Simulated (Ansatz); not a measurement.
**Li+ with GeH4: superposition error and deformation, part 1 of 2**

Aim: split the binding of a pair into the counterpoise interaction, the basis-set superposition error and the cost of deforming the fragments.

Computed with Ansatz 0.2.0, Gaussian basis. Level: PBE0-D4 structures, single points in def2-TZVPPD.

Levels: PBE-D4, revPBE-D4, BLYP-D4, r2SCAN-D4, B97M-V, PBE0-D4, B3LYP-D4, HSE06-D4, wB97X-V, wB97M-V, B2PLYP, Hartree-Fock, MP2, CCSD, CCSD(T).

Correlated methods freeze the cores. Filled d shells of the heavier atoms are correlated. The outer core shell of Li, Na, Mg and K is correlated. B3LYP uses VWN-RPA correlation. B2PLYP carries no dispersion term here.

130 further runs of the same task are left out: 1 that didn't finish, 129 set aside as unsound or not needed.

**1. Starting geometry**

The relaxed pair: 6 atoms, charge 1, spin multiplicity 1.

Atoms are counted from 1 here; the program's logs count them from 0.

Bond lengths: Li1–H3 1.760 Å, Ge2–H3 1.594 Å, Ge2–H4 1.524 Å, Ge2–H5 1.524 Å, Ge2–H6 1.524 Å. Angles: H3–Ge2–H4 103.6°, H3–Ge2–H5 103.7°, H3–Ge2–H6 103.7°, H4–Ge2–H5 114.6°, H4–Ge2–H6 114.6°, H5–Ge2–H6 114.6°, Li1–H3–Ge2 179.2°.

As a file:

```xyz
6
GeH4Li
Li    0.42780    0.11495   -2.67216
Ge   -0.10258   -0.02756    0.63602
H     0.16018    0.04326   -0.93434
H     1.25119    0.32327    1.24149
H    -0.54568   -1.46811    0.86255
H    -1.19081    1.01429    0.86654
```

Atoms 1 to 1 are fragment A (Li+), the rest fragment B (GeH4). From earlier runs, pair energy (eV) and counterpoise interaction (kcal/mol):

| method | E(pair) | interaction |
| --- | --- | --- |
| PBE-D4 | -56772.24210 | -17.46 |
| revPBE-D4 | -56777.57476 | -17.18 |
| BLYP-D4 | -56783.11693 | -18.22 |
| r2SCAN-D4 | -56781.38999 | -15.35 |
| B97M-V | -56772.16175 | -17.64 |
| PBE0-D4 | -56774.02431 | -17.14 |
| B3LYP-D4 | -56783.54204 | -18.04 |
| HSE06-D4 | -56773.98973 | -17.16 |
| wB97X-V | -56776.52745 | -16.73 |
| wB97M-V | -56777.93786 | -16.83 |
| B2PLYP | -56771.49692 | -17.22 |
| MP2 | -56742.50635 | -15.92 |
| CCSD(T) | -56743.40416 | -15.90 |

First each fragment is run alone in its own basis, frozen in the shape it has in the pair (a, b).

**2. wB97X-V/def2-TZVPPD**

File a/in.yaml:

```yaml
crystal:
  periodic: [false, false, false]
  atoms:
    - {symbol: Li, position_ang: [0.427801, 0.114951, -2.672157]}
basis:
  gaussian: {orbitals: "def2-TZVPPD.json"}
total_charge: 1
hamiltonian: {xc: {name: wB97X-V}}
```

File b/in.yaml:

```yaml
crystal:
  periodic: [false, false, false]
  atoms:
    - {symbol: Ge, position_ang: [-0.102577, -0.027558, 0.636017]}
    - {symbol: H, position_ang: [0.160175, 0.043256, -0.934340]}
    - {symbol: H, position_ang: [1.251186, 0.323273, 1.241494]}
    - {symbol: H, position_ang: [-0.545677, -1.468110, 0.862551]}
    - {symbol: H, position_ang: [-1.190809, 1.014289, 0.866535]}
basis:
  gaussian: {orbitals: "def2-TZVPPD.json"}
hamiltonian: {xc: {name: wB97X-V}}
```

The basis file named in the input lies beside it (Basis Set Exchange, JSON).

Each run has its own folder and the same command.

Run with:

```console
$ ansatz run in.yaml --threads 2 --pin off --events-out ev --progress --plain --max-ram 5222MiB
```

a printed:

```text
Functional definition: wB97X-V
  name "wB97X-V"
  cite "Mardirossian & Head-Gordon, Phys. Chem. Chem. Phys. 16, 9904 (2014) doi:10.1039/C3CP54374A"
  cite "Becke, J. Chem. Phys. 107, 8554 (1997) doi:10.1063/1.475007"
  cite "Vydrov & Van Voorhis, J. Chem. Phys. 133, 244103 (2010) doi:10.1063/1.3521275"
  parameter omega = 0.3/bohr
  parameter cx = 0.167
  parameter cx1 = 0.603
  parameter cx2 = 1.194
  parameter css0 = 0.556
  parameter css1 = -0.257
  parameter cos0 = 1.219
  parameter cos1 = -1.850
  parameter b = 6.0
  parameter c = 0.01
  exchange = spin_sum(e_x_unif_sr(omega)*poly(b97_u_x, 1 - cx, cx1, cx2)) + cx*exact_x_sr(omega) + exact_x_lr(omega)
  correlation = spin_sum(e_c_pw_same_spin*poly(b97_u_same, css0, css1))
      + integral(e_c_pw_opposite_spin*poly(b97_u_opposite, cos0, cos1)) + vv10(b, c)
139 factors; their error is unknown
50 factors; integrals over basis functions are off by at most 2.1e-4 eV
mean field evaluation 1: about -198.0572 eV, gradient 3.5e-1 eV
mean field evaluation 2: about -198.0572 eV, gradient 3.5e-1 eV
mean field evaluation 4: about -198.0572 eV, gradient 3.0e-2 eV
mean field evaluation 8: about -198.0572 eV, gradient 4.4e-7 eV
mean field -198.05722125 eV, -7.2784686331 hartree, gradient 4.4e-7 eV, S^2 0.000000; 0 other end points of the search recorded, 0 dependent functions left out
reference -198.05722091 eV, -7.2784686203 hartree; 1, 1 occupied and 21, 21 virtual orbitals, 139 factors
Total energy: -198.05722091 eV, -7.2784686203 hartree
```

Output in b, shortened:

```text
[... 5 set-up lines as earlier in the session ...]
[...]
      + integral(e_c_pw_opposite_spin*poly(b97_u_opposite, cos0, cos1)) + vv10(b, c)
650 factors; their error is unknown
179 factors; integrals over basis functions are off by at most 1.4e-5 eV
[...]
mean field -56577.74092855 eV, -2079.1936293542 hartree, gradient 6.9e-5 eV, S^2 0.000000; 0 other end points of the search recorded, 0 dependent functions left out
reference -56577.74092700 eV, -2079.1936292969 hartree; 18, 18 occupied and 104, 104 virtual orbitals, 650 factors
Total energy: -56577.74092700 eV, -2079.1936292969 hartree
```

Times: 0.3 s (a), 2.6 s (b) on 2 threads of Arm Neoverse V2, shared host.

**3. wB97M-V/def2-TZVPPD**

The same edit goes into each in.yaml of step 2 (a, b):

```diff
-hamiltonian: {xc: {name: wB97X-V}}
+hamiltonian: {xc: {name: wB97M-V}}
```

One command serves all of them, each in its own folder.

Run with:

```console
$ ansatz run in.yaml --threads 2 --pin off --events-out ev --progress --plain --max-ram 5222MiB
```

Log of a, shortened:

```text
Functional definition: wB97M-V
  name "wB97M-V"
  cite "Mardirossian & Head-Gordon, J. Chem. Phys. 144, 214110 (2016) doi:10.1063/1.4952647"
[... 2 set-up lines as earlier in the session ...]
  # Of w^i u^j: cxij and so on, Table III.
[...]
  gx(w, u) = 1 - cx + cx01*u + cx10*w
  gss(w, u) = css00 + css04*u^4 + css10*w + css20*w^2 + css43*w^4*u^3
  gos(w, u) = cos00 + cos10*w + (cos20 + cos21*u)*w^2 + (cos60 + cos61*u)*w^6
[...]
      + integral(e_c_pw_mod_opposite_spin*gos(b97_w_opposite, b97_u_opposite)) + vv10(b, c)
139 factors; their error is unknown
50 factors; integrals over basis functions are off by at most 2.1e-4 eV
[...]
mean field -197.98566991 eV, -7.2758391695 hartree, gradient 3.9e-7 eV, S^2 0.000000; 0 other end points of the search recorded, 0 dependent functions left out
reference -197.98567899 eV, -7.2758395033 hartree; 1, 1 occupied and 21, 21 virtual orbitals, 139 factors
Total energy: -197.98567899 eV, -7.2758395033 hartree
```

Output in b, shortened:

```text
[... 5 set-up lines as earlier in the session ...]
  # Of w^i u^j: cxij and so on, Table III.
[...]
  gx(w, u) = 1 - cx + cx01*u + cx10*w
  gss(w, u) = css00 + css04*u^4 + css10*w + css20*w^2 + css43*w^4*u^3
  gos(w, u) = cos00 + cos10*w + (cos20 + cos21*u)*w^2 + (cos60 + cos61*u)*w^6
[...]
      + integral(e_c_pw_mod_opposite_spin*gos(b97_w_opposite, b97_u_opposite)) + vv10(b, c)
650 factors; their error is unknown
179 factors; integrals over basis functions are off by at most 1.4e-5 eV
[...]
mean field -56579.21671314 eV, -2079.2478634373 hartree, gradient 7.5e-6 eV, S^2 0.000000; 0 other end points of the search recorded, 0 dependent functions left out
reference -56579.21675166 eV, -2079.2478648529 hartree; 18, 18 occupied and 104, 104 virtual orbitals, 650 factors
Total energy: -56579.21675166 eV, -2079.2478648529 hartree
```

Times: 0.3 s (a), 2.8 s (b) on 2 threads of Arm Neoverse V2, shared host.

**4. B2PLYP/def2-TZVPPD**

Each input of step 3 (a, b) changes in the same lines:

```diff
-hamiltonian: {xc: {name: wB97M-V}}
+hamiltonian: {xc: {name: B2PLYP}}
```

Each run has its own folder and the same command.

Run with:

```console
$ ansatz run in.yaml --threads 2 --pin off --events-out ev --progress --plain --max-ram 5222MiB
```

a printed:

```text
Functional definition: B2PLYP
  name "B2PLYP"
  cite "Grimme, J. Chem. Phys. 124, 034108 (2006) doi:10.1063/1.2148954"
  cite "Becke, Phys. Rev. A 38, 3098 (1988) doi:10.1103/PhysRevA.38.3098"
  cite "Lee, Yang & Parr, Phys. Rev. B 37, 785 (1988) doi:10.1103/PhysRevB.37.785"
  parameter a = 0.53
  parameter c = 0.27
  exchange = (1 - a)*b88_x + a*exact_x
  correlation = (1 - c)*lyp_c + c*(mp2_os + mp2_ss)
115 factors; integrals over basis functions are off by at most 1.7e-4 eV
mean field evaluation 1: about -197.7856 eV, gradient 2.2e-1 eV
mean field evaluation 2: about -197.7856 eV, gradient 2.2e-1 eV
mean field evaluation 4: about -197.7856 eV, gradient 9.7e-5 eV
mean field evaluation 8: about -197.7856 eV, gradient 7.8e-6 eV
mean field -197.78564506 eV, -7.2684883920 hartree, gradient 7.8e-6 eV, S^2 0.000000; 0 other end points of the search recorded, 0 dependent functions left out
reference -197.78567180 eV, -7.2684893745 hartree; 1, 1 occupied and 21, 21 virtual orbitals, 115 factors
second order -0.88875546 eV of doubles, -0.00000000 eV of singles
Total energy: -198.02563577 eV, -7.2773078880 hartree
```

Log of b, shortened:

```text
[... 5 set-up lines as earlier in the session ...]
[...]
694 factors; integrals over basis functions are off by at most 6.2e-4 eV
[...]
mean field -56570.19971000 eV, -2078.9164946838 hartree, gradient 2.7e-6 eV, S^2 0.000000; 0 other end points of the search recorded, 0 dependent functions left out
9 core orbitals not correlated: weight in the atoms' cores, before any rotation towards them, 1.000 or more for the frozen orbitals, at most 0.000 for the correlated occupied ones
reference -56570.19984297 eV, -2078.9164995705 hartree; 9, 9 occupied and 104, 104 virtual orbitals, 694 factors
second order -9.31939573 eV of doubles, -0.00000000 eV of singles
Total energy: -56572.71607982 eV, -2079.0089695691 hartree
```

They took 0.15 s (a), 1.3 s (b) on 2 threads of Arm Neoverse V2, shared host.

**5. B97M-V/def2-TZVPPD**

The same edit goes into each in.yaml of step 4 (a, b):

```diff
-hamiltonian: {xc: {name: B2PLYP}}
+hamiltonian: {xc: {name: B97M-V}}
```

Each run has its own folder and the same command.

Run with:

```console
$ ansatz run in.yaml --threads 2 --pin off --events-out ev --progress --plain --max-ram 5222MiB
```

Output in a, shortened:

```text
Functional definition: B97M-V
  name "B97M-V"
  cite "Mardirossian & Head-Gordon, J. Chem. Phys. 142, 074111 (2015) doi:10.1063/1.4907719"
[... 2 set-up lines as earlier in the session ...]
  # Of w^i u^j: cxij and so on, Table III.
[...]
  gx(w, u) = cx00 + cx01*u + cx02*u^2 + (cx10 + cx11*u)*w
  gss(w, u) = css00 + css02*u^2 + css10*w + (css32*w^3 + css42*w^4)*u^2
  gos(w, u) = cos00 + cos01*u + cos03*u^3 + cos10*w + cos32*w^3*u^2
[...]
      + integral(e_c_pw_mod_opposite_spin*gos(b97_w_opposite, b97_u_opposite)) + vv10(b, c)
139 factors; their error is unknown
[...]
mean field -198.92348132 eV, -7.3103031035 hartree, gradient 4.7e-7 eV, S^2 0.000000; 0 other end points of the search recorded, 0 dependent functions left out
reference -198.92348931 eV, -7.3103033968 hartree; 1, 1 occupied and 21, 21 virtual orbitals, 139 factors
Total energy: -198.92348931 eV, -7.3103033968 hartree
```

b printed, shortened:

```text
[... 5 set-up lines as earlier in the session ...]
  # Of w^i u^j: cxij and so on, Table III.
[...]
  gx(w, u) = cx00 + cx01*u + cx02*u^2 + (cx10 + cx11*u)*w
  gss(w, u) = css00 + css02*u^2 + css10*w + (css32*w^3 + css42*w^4)*u^2
  gos(w, u) = cos00 + cos01*u + cos03*u^3 + cos10*w + cos32*w^3*u^2
[...]
      + integral(e_c_pw_mod_opposite_spin*gos(b97_w_opposite, b97_u_opposite)) + vv10(b, c)
609 factors; their error is unknown
[...]
mean field -56572.46904315 eV, -2078.9998911390 hartree, gradient 3.8e-5 eV, S^2 0.000000; 0 other end points of the search recorded, 0 dependent functions left out
reference -56572.46908853 eV, -2078.9998928067 hartree; 18, 18 occupied and 104, 104 virtual orbitals, 609 factors
Total energy: -56572.46908853 eV, -2078.9998928067 hartree
```

They took 0.25 s (a), 2.8 s (b) on 2 threads of Arm Neoverse V2, shared host.

**6. CCSD(T)/def2-TZVPPD**

Each input of step 5 (a, b) changes in the same lines:

```diff
-hamiltonian: {xc: {name: B97M-V}}
+correlation: {method: ccsd_t}
```

One command serves all of them, each in its own folder.

Run with:

```console
$ ansatz run in.yaml --threads 2 --pin off --events-out ev --progress --plain --max-ram 5222MiB
```

Log of a:

```text
Functional definition: HF
  name "HF"
  cite "Fock, Z. Phys. 61, 126 (1930) doi:10.1007/BF01340294"
  parent pbe
  exchange = exact_x
  correlation = 0
115 factors; integrals over basis functions are off by at most 1.7e-4 eV
mean field evaluation 1: about -196.9117 eV, gradient 2.2e-2 eV
mean field evaluation 2: about -196.9117 eV, gradient 2.2e-2 eV
mean field evaluation 4: about -196.9117 eV, gradient 9.3e-7 eV
mean field -196.91172360 eV, -7.2363723707 hartree, gradient 9.3e-7 eV, S^2 0.000000; 0 other end points of the search recorded, 0 dependent functions left out
reference -196.91172360 eV, -7.2363723707 hartree; 1, 1 occupied and 21, 21 virtual orbitals, 115 factors
second order -0.81477337 eV of doubles, -0.00000000 eV of singles
cycle   1  -0.91492215 eV  change   -1.0e-1 eV  update   6.4e-3
cycle   2  -0.93093315 eV  change   -1.6e-2 eV  update   1.1e-3
cycle   3  -0.93078795 eV  change    1.5e-4 eV  update   9.2e-5
cycle   4  -0.93078954 eV  change   -1.6e-6 eV  update   4.4e-6
cycle   5  -0.93079010 eV  change   -5.6e-7 eV  update   7.2e-7
perturbative correction 0.00000000 eV, 0.0000000000 hartree
Total energy: -197.84251370 eV, -7.2705782759 hartree
```

Log of b, shortened:

```text
[... 4 set-up lines as earlier in the session ...]
[...]
694 factors; integrals over basis functions are off by at most 6.2e-4 eV
[...]
mean field -56536.41511534 eV, -2077.6749337304 hartree, gradient 4.8e-6 eV, S^2 0.000000; 0 other end points of the search recorded, 0 dependent functions left out
9 core orbitals not correlated: weight in the atoms' cores, before any rotation towards them, 1.000 or more for the frozen orbitals, at most 0.000 for the correlated occupied ones
reference -56536.41511534 eV, -2077.6749337304 hartree; 9, 9 occupied and 104, 104 virtual orbitals, 694 factors
second order -7.65561482 eV of doubles, -0.00000000 eV of singles
cycle   1  -7.83782850 eV  change   -1.8e-1 eV  update   7.3e-2
[...]
cycle   8  -8.20242409 eV  change   -1.2e-5 eV  update   1.4e-5
perturbative correction -0.23601280 eV, -0.0086733106 hartree
Total energy: -56544.85355224 eV, -2077.9850405663 hartree
```

Wall times: 0.1 s (a), 4.1 s (b) on 2 threads of Arm Neoverse V2, shared host; peak memory 0.51 GiB.

**7. Relaxing GeH4 alone**

File relax-b/in.yaml:

```yaml
crystal:
  periodic: [false, false, false]
  atoms:
    - {symbol: Ge, position_ang: [-0.102577, -0.027558, 0.636017]}
    - {symbol: H, position_ang: [0.160175, 0.043256, -0.934340]}
    - {symbol: H, position_ang: [1.251186, 0.323273, 1.241494]}
    - {symbol: H, position_ang: [-0.545677, -1.468110, 0.862551]}
    - {symbol: H, position_ang: [-1.190809, 1.014289, 0.866535]}
basis:
  gaussian: {orbitals: def2-TZVP}
hamiltonian: {xc: pbe0, dispersion: d4}
relax: {f_tol: 0.005, max_steps: 200}
```

Run with:

```console
$ ansatz run in.yaml --threads 2 --pin off --events-out ev --progress --plain --max-ram 5222MiB
```

The log of the run, shortened:

```text
Functional definition: PBE0
  name "PBE0"
  cite "Adamo & Barone, J. Chem. Phys. 110, 6158 (1999) doi:10.1063/1.478522"
  cite "Perdew, Burke & Ernzerhof, Phys. Rev. Lett. 77, 3865 (1996) doi:10.1103/PhysRevLett.77.3865"
[... 1 set-up line as earlier in the session ...]
[...]
577 factors; their error is unknown
[...]
mean field -56575.58923648 eV, -2079.1145561291 hartree, gradient 1.9e-5 eV, S^2 0.000000; 0 other end points of the search recorded, 0 dependent functions left out
[...]
reference -56575.58926120 eV, -2079.1145570374 hartree; 18, 18 occupied and 54, 54 virtual orbitals, 577 factors
relax step   1: F+E_penalty+E_count = -56575.62452255 eV  Δ(F+E_penalty+E_count) = +0.000e0 eV  max|allowed force component| = 1.758e0 eV/Å  Δτ_max = 0.0000 Å  (20 SCF iters, accepted)
[...]
577 factors; their error is unknown
mean field -56575.69352843 eV, -2079.1183887875 hartree, gradient 2.2e-5 eV, S^2 0.000000; 1 other end points of the search recorded, 0 dependent functions left out
[...]
reference -56575.69355330 eV, -2079.1183897012 hartree; 18, 18 occupied and 54, 54 virtual orbitals, 577 factors
Total energy: -56575.72880866 eV, -2079.1196853118 hartree
Atom 0 at    -0.085542    -0.022970     0.534461 Å, force     0.000008     0.000002    -0.000045 eV/Å
Atom 1 at     0.166551     0.044977    -0.977508 Å, force     0.000014     0.000004    -0.000092 eV/Å
Atom 2 at     1.210206     0.312561     1.284587 Å, force    -0.000033    -0.000009     0.000042 eV/Å
Atom 3 at    -0.544348    -1.437230     0.913407 Å, force     0.000000     0.000022     0.000048 eV/Å
Atom 4 at    -1.174569     0.987813     0.917310 Å, force     0.000011    -0.000019     0.000048 eV/Å
Dipole moment:    -0.000001    -0.000000     0.000008 e Å
```

It took 2.9 s on 2 threads of Arm Neoverse V2, shared host.

Relaxation path:

| step | energy from step 1 (eV) | largest force component (eV/Å) |
| --- | --- | --- |
| 1 | 0.0000 | 1.7579 |
| 2 | -0.0928 | 0.2397 |
| 3 | -0.0971 | 0.2410 |
| 4 | -0.1043 | 0.0169 |
| 5 | -0.1043 | 0.0001 |

Close pairs (by a distance rule), those that changed most:

| bond | before (Å) | after (Å) | change (Å) |
| --- | --- | --- | --- |
| Ge1–H2 | 1.594 | 1.534 | -0.059 |
| Ge1–H3 | 1.524 | 1.534 | +0.010 |
| Ge1–H5 | 1.524 | 1.534 | +0.010 |
| Ge1–H4 | 1.524 | 1.534 | +0.010 |

**8. PBE-D4/def2-TZVPPD**

File free-b/in.yaml:

```yaml
crystal:
  periodic: [false, false, false]
  atoms:
    - {symbol: Ge, position_ang: [-0.085542, -0.022970, 0.534461]}
    - {symbol: H, position_ang: [0.166551, 0.044977, -0.977508]}
    - {symbol: H, position_ang: [1.210206, 0.312561, 1.284587]}
    - {symbol: H, position_ang: [-0.544348, -1.437230, 0.913407]}
    - {symbol: H, position_ang: [-1.174569, 0.987813, 0.917310]}
basis:
  gaussian: {orbitals: "def2-TZVPPD.json"}
hamiltonian: {xc: pbe, dispersion: d4}
```

Run with:

```console
$ ansatz run in.yaml --threads 2 --pin off --events-out ev --progress --plain --max-ram 5222MiB
```

The log of the run:

```text
Functional definition: PBE
  name "PBE"
[... 2 set-up lines as earlier in the session ...]
  parameter kappa = 0.804
  parameter beta = 0.06672455060314922
  exchange = pbe_x(kappa = kappa, mu = beta*pi^2/3)
  correlation = pbe_c(beta = beta)
609 factors; their error is unknown
mean field evaluation 1: about -56573.2068 eV, gradient 2.5e1 eV
mean field evaluation 2: about -56573.5932 eV, gradient 2.8e1 eV
mean field evaluation 4: about -56574.0715 eV, gradient 5.9e-1 eV
mean field evaluation 8: about -56574.0683 eV, gradient 2.5e-4 eV
mean field -56574.06829408 eV, -2079.0586625266 hartree, gradient 5.4e-5 eV, S^2 0.000000; 0 other end points of the search recorded, 0 dependent functions left out
reference -56574.06832521 eV, -2079.0586636706 hartree; 18, 18 occupied and 104, 104 virtual orbitals, 609 factors
Total energy: -56574.11131011 eV, -2079.0602433367 hartree
```

It took 0.6 s on 2 threads of Arm Neoverse V2, shared host.

**9. r2SCAN-D4/def2-TZVPPD**

free-b/in.yaml: that of step 8 with these lines changed.

```diff
@@ -10,2 +10,2 @@
   gaussian: {orbitals: "def2-TZVPPD.json"}
-hamiltonian: {xc: pbe, dispersion: d4}
+hamiltonian: {xc: r2scan, dispersion: d4}
```

Run with:

```console
$ ansatz run in.yaml --threads 2 --pin off --events-out ev --progress --plain --max-ram 5222MiB
```

The log of the run:

```text
Functional definition: r2SCAN
  name "r2SCAN"
  cite "Furness, Kaplan, Ning, Perdew & Sun, J. Phys. Chem. Lett. 11, 8208 (2020) doi:10.1021/acs.jpclett.0c02405"
  cite "Furness, Kaplan, Ning, Perdew & Sun, J. Phys. Chem. Lett. 11, 9248 (2020) doi:10.1021/acs.jpclett.0c03077"
  parent r2scan
  parameter k0 = 0.174
  parameter k1 = 0.065
  parameter a1 = 4.9479
  exchange = r2scan_x(k0 = k0, k1 = k1, a1 = a1)
  correlation = r2scan_c
609 factors; their error is unknown
mean field evaluation 1: about -56582.2217 eV, gradient 1.9e1 eV
mean field evaluation 2: about -56582.4835 eV, gradient 1.9e1 eV
mean field evaluation 4: about -56582.6769 eV, gradient 5.4e-1 eV
mean field evaluation 8: about -56582.6739 eV, gradient 1.4e-3 eV
mean field -56582.67390288 eV, -2079.3749128171 hartree, gradient 1.4e-5 eV, S^2 0.000000; 0 other end points of the search recorded, 0 dependent functions left out
reference -56582.67391175 eV, -2079.3749131431 hartree; 18, 18 occupied and 104, 104 virtual orbitals, 609 factors
Total energy: -56582.68349070 eV, -2079.3752651627 hartree
```

It took 1.3 s on 2 threads of Arm Neoverse V2, shared host.

**10. PBE0-D4/def2-TZVPPD**

free-b/in.yaml: that of step 9 with these lines changed.

```diff
@@ -10,2 +10,3 @@
   gaussian: {orbitals: "def2-TZVPPD.json"}
-hamiltonian: {xc: r2scan, dispersion: d4}
+hamiltonian: {xc: pbe0, dispersion: d4}
+output: {orbitals: {seedname: orbitals}}
```

Run with:

```console
$ ansatz run in.yaml --threads 2 --pin off --events-out ev --progress --plain --max-ram 5222MiB
```

The log of the run, shortened:

```text
[... 5 set-up lines as earlier in the session ...]
  parameter a = 0.25
[... 2 set-up lines as earlier in the session ...]
  exchange = (1 - a)*pbe_x(kappa = kappa, mu = beta*pi^2/3) + a*exact_x
[... 1 set-up line as earlier in the session ...]
662 factors; their error is unknown
mean field evaluation 1: about -56575.2385 eV, gradient 1.6e1 eV
mean field evaluation 2: about -56575.3772 eV, gradient 1.5e1 eV
mean field evaluation 4: about -56575.4940 eV, gradient 3.1e-1 eV
mean field evaluation 8: about -56575.7257 eV, gradient 7.2e-4 eV
mean field -56575.72567543 eV, -2079.1195701679 hartree, gradient 5.0e-5 eV, S^2 0.000000; 0 other end points of the search recorded, 0 dependent functions left out
reference -56575.72569973 eV, -2079.1195710607 hartree; 18, 18 occupied and 104, 104 virtual orbitals, 662 factors
Total energy: -56575.76095509 eV, -2079.1208666714 hartree
```

It took 0.75 s on 2 threads of Arm Neoverse V2, shared host.

(Continued in part 2 of 2.)
